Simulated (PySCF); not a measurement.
# Cl3Co (CoCl3): the cost of one run

Programs: PySCF 2.14.0, with routines of our own; each step states its level. All values are computed. Atoms count from 0.

## (1) The starting structure

4 atoms, charge 0, states of the metal's open shell are computed; geometry from: model geometry, bond lengths from ionic radii.

## (2) Ligand-field states: state-averaged CASSCF

Job settings and geometry (Å):

```
{"job": {"kind": "lf", "basis": {"metal": "x2c-TZVPall", "ligand": "x2c-SVPall"}, "nevpt": true}, "charge": 0, "metal": "Co", "open_shell": "d6"}
Co     0.000000     0.000000     0.000000
Cl     2.140000     0.000000     0.000000
Cl    -1.070000     1.853294     0.000000
Cl    -1.070000    -1.853294     0.000000
```

Method: state-averaged CASSCF of the metal d shell, SC-NEVPT2 on the averaged canonical orbitals, state-interaction spin-orbit coupling.

Run with:

```bash
OMP_NUM_THREADS=1 python lf_run.py task.json out
```

One launch serves the whole session: the jobs run in the order shown.

Q: Estimate the wall time and peak memory of this first job on 1 thread of Arm Neoverse V1, shared host.

About 9.3 s, with a peak of 0.26 GiB.
